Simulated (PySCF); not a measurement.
# CdF: from the state search to spectroscopic constants

The task here is to estimate one member of a computed series from the others.

Computed with PySCF 2.14.0. Level: Cd def2-SVPD with ECP28, F def2-SVPD, scalar-relativistic core potentials.

The first run:

Settings of the job:

| Item | Value |
| --- | --- |
| atoms | Cd, F |
| charge | 0 |
| basis | Cd def2-SVPD with ECP28, F def2-SVPD |
| Hamiltonian | scalar-relativistic core potentials |
| basis functions | 57 |
| electrons treated | 29 |
| masses in u | 113.9034, 18.9984 |
| levels | PBE0, PBE, r²SCAN, BHandHLYP, r²SCANh, M06-L, HF, MP2, SCS-MP2 |
| grid | 80 radial by 434 angular points |
| occupations | held fixed by the projection of orbital angular momentum |
| dissociation limit | Cd + F, each in its ground configuration |
| starting distance in angstrom | 2.015 |
| values of 2S to try | 1, 3 |

Launch:

```
> OMP_NUM_THREADS=1 python dia.py task.json out
```

Steps of the session up to this table: The job; PBE0 along the bond; Other states along the same grid; PBE; r²SCAN; BHandHLYP; r²SCANh; M06-L; UHF.

One of the session's tables, all rows but one given; the rest of the session is left out.

It belongs to the step «The curves together». Energy (eV) from each level's lowest point:

| R (Å) | UHF | UHF-MP2 | UHF-SCS-MP2 | PBE | r²SCAN |
| --- | --- | --- | --- | --- | --- |
| 1.738 | 0.978 | 0.947 | 0.974 | 1.032 | 0.913 |
| 1.819 | 0.408 | 0.398 | 0.415 | 0.472 | 0.385 |
| 1.900 | 0.111 | 0.111 | 0.120 | 0.162 | 0.109 |
| 1.960 | 0.016 | 0.017 | 0.021 | 0.045 | 0.019 |
| 2.021 | 0.000 | 0.000 | 0.000 | 0.000 | 0.000 |
| 2.082 | 0.042 | 0.040 | 0.036 | 0.007 | 0.034 |
| 2.163 | 0.163 | 0.156 | 0.148 | 0.074 | 0.135 |
| 2.264 | 0.380 | 0.367 | 0.355 | 0.214 | 0.316 |
| 2.385 | ? | ? | ? | ? | ? |
| 2.546 | 1.133 | 1.108 | 1.087 | 0.705 | 0.910 |

**Question.** Estimate the row for R (Å) = 2.385.

Worked estimate for «UHF». A straight line through the neighbours (2.264, 0.380) and (2.546, 1.133) gives 0.380 + (1.133 − 0.380) × (2.385 − 2.264) / (2.546 − 2.264) = 0.703; a parabola fitted to 3 rows on both sides gives 0.677.

**Answer.** UHF: 0.691; UHF-MP2: 0.672; UHF-SCS-MP2: 0.656; PBE: 0.420; r²SCAN: 0.570. In «UHF» the line misses by +0.012 and the parabola by -0.014.
